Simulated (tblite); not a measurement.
# BH9N2Si2: the cost of one run

Programs: tblite 0.8.0 and PySCF 2.14.0, with density-fitted response routines of our own. Each step states its level of theory. These are calculated values for one molecule in the gas phase, unless marked as measured. Atoms are numbered from 0 throughout.

### 1 The molecule as given

14 atoms, charge 0, multiplicity 1; geometry from: force field or distance geometry start.

Bonds of the start (Å): N0–Si1 1.79, Si1–B2 1.97, B2–N3 1.55, B2–Si4 1.94, N0–H5 1.04, N0–H6 1.03, Si1–H7 1.46, Si1–H8 1.47, N3–H9 1.05, N3–H10 1.04, Si4–H11 1.46, Si4–H12 1.48, Si4–H13 1.46.

### 2 Geometry optimisation with GFN2-xTB

The job: settings as JSON, then the geometry in Å.

```
{"job": {"kind": "relax", "xc": "GFN2-xTB", "basis": "xTB"}, "charge": 0, "multiplicity": 1}
N     -1.965200    -0.210900    -0.770000
Si    -1.190600    -0.439400     0.822000
B      0.549500     0.454600     0.620900
N      0.400700     1.840200    -0.055400
Si     1.870200    -0.692800    -0.228700
H     -2.644800     0.571000    -0.657000
H     -2.376300    -1.079600    -1.143900
H     -1.014800    -1.851200     1.164300
H     -1.949400     0.165300     1.922300
H      0.985800     2.499200     0.519000
H      0.798900     1.821500    -1.018400
H      1.720600    -0.715400    -1.682100
H      1.618800    -2.067700     0.254500
H      3.196000    -0.295300     0.230400
```

The run is started by

```
$ OMP_NUM_THREADS=1 python probes_run.py task.json out
```

The driver reads the jobs from task.json and runs them one after another.

Q: Estimate the wall time of this first job on 1 thread of Arm Neoverse V2, shared host.

About 1.3 s.
